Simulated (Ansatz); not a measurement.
CuPd3, space group I4/mmm, a scan of one input key

Computed with Ansatz 0.2.0 through its Python package.

Notebook, run cell by cell (the value of a cell's last expression is shown):

**Cell 1**
```python
import warnings

import ansatz as az

warnings.simplefilter("ignore", az.DeckWarning)
```

**Cell 2**
```python
system = (
    az.Lattice.from_parameters(3.810638, 3.810638, 7.824359, alpha=90, beta=90, gamma=90)
    .space_group(139, hermann_mauguin="I4/mmm")
    .atom("Cu", (0.0, 0.0, 0.0))
    .atom("Pd", (0.0, 0.5, 0.25))
    .atom("Pd", (0.5, 0.5, 0.0))
    .primitive()
)
```

**Cell 3**
```python
model = (
    system.calculation()
    .occupations("fermi_dirac")
    .basis(600)
    .functional("r2scan")
    .kpoints(8)
    .band_table()
)
typed = model.input()
rows = []
for value in [0.1, 0.3, 0.6]:
    edited = typed.set(az.key.scf.mixing.beta, value)
    report = az.Session.from_dict(edited).plan().execute().report
    rows.append((value, report["free_energy_ev"], report["n_iterations"], len(report["eigenvalues_ev"][0]) if "eigenvalues_ev" in report else 0))
print("          beta            F eV      iterations    bands listed")
for row in rows:
    print(f"{str(row[0]):>14s}  {row[1]:14.5f}  {row[2]:14d}  {row[3]:14d}")
```
Output:
```text
          beta            F eV      iterations    bands listed
           0.1    -27588.79969              11              44
           0.3    -27588.79969              11              44
           0.6    -27588.79969              11              44
```

What to keep in mind:
- Absolute energies stand on the zero of these potentials, so only differences at equal settings mean something. A total without «per atom» is that of the cell as typed.
- The mesh is modest for a metal, so energies can be off by several to tens of meV an atom and pressures by half a GPa or more; differences at equal mesh fare better.
- This cell is a computed structure, which may not be the phase found in nature.
- Finished in 62 s on 1 thread of Arm Neoverse V2, with other jobs on the host, peak memory 0.72 GiB.
